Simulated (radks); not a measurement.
# Ionisation energy and size from Hf⁴⁺ to Au⁴⁺

One table from this session's results is given with a row withheld; the runs are named, their logs left out.

Method: scalar-relativistic Kohn-Sham, SCAN, spin-polarised, spherical densities, finite nucleus; open shells are filled with parallel spins first. Code: radks (a radial shooting solver on a logarithmic mesh, Libxc functionals) version 1.

## What is computed

```
species : Hf⁴⁺, Ta⁴⁺, W⁴⁺, Re⁴⁺, Os⁴⁺, Ir⁴⁺, Pt⁴⁺, Au⁴⁺
runs    : 16, each species and its next ion
```

The first run:

Input:

```text
Z 72
configuration [Xe] 4f14
relativity scalar-relativistic
functional scan,scan
spin polarised
nucleus finite rms 5.347 fm
c 137.035999084
```

Steps of the session up to this table: Hf⁴⁺, [Xe] 4f14; Hf⁵⁺, [Xe] 4f13; Ta⁴⁺, [Xe] 4f14 5d1; Ta⁵⁺, [Xe] 4f14; W⁴⁺, [Xe] 4f14 5d2; W⁵⁺, [Xe] 4f14 5d1; Re⁴⁺, [Xe] 4f14 5d3; Re⁵⁺, [Xe] 4f14 5d2; Os⁴⁺, [Xe] 4f14 5d4; Os⁵⁺, [Xe] 4f14 5d3; Ir⁴⁺, [Xe] 4f14 5d5; Ir⁵⁺, [Xe] 4f14 5d4; Pt⁴⁺, [Xe] 4f14 5d6; Pt⁵⁺, [Xe] 4f14 5d5; Au⁴⁺, [Xe] 4f14 5d7; Au⁵⁺, [Xe] 4f14 5d6.

One table of the session follows, with a row left open; its other results are not shown here.

```
species  Δ-SCF (eV)  −ε(HOMO) (eV)  its <r> (bohr)
   Hf⁴⁺      69.689         58.170            1.30
   Ta⁴⁺           ?              ?               ?
    W⁴⁺      50.668         44.294            1.65
   Re⁴⁺      53.691         47.084            1.59
   Os⁴⁺      56.668         49.837            1.52
   Ir⁴⁺      59.609         52.558            1.47
   Pt⁴⁺      57.207         50.452            1.43
   Au⁴⁺      60.607         53.479            1.38
```

**Question.** Estimate the row for Ta⁴⁺.

**Answer.** Δ-SCF (eV): 47.505; −ε(HOMO) (eV): 41.433; its <r> (bohr): 1.72. In the column «Δ-SCF (eV)» it is the lowest.

Caveats from the session: For Hf⁴⁺ the highest level isn't the widest one, so −ε(HOMO) and <r> belong to different orbitals, and Δ-SCF follows the ion's typed configuration. Open shells are spherical and high-spin; term and fine-structure splittings are not resolved.
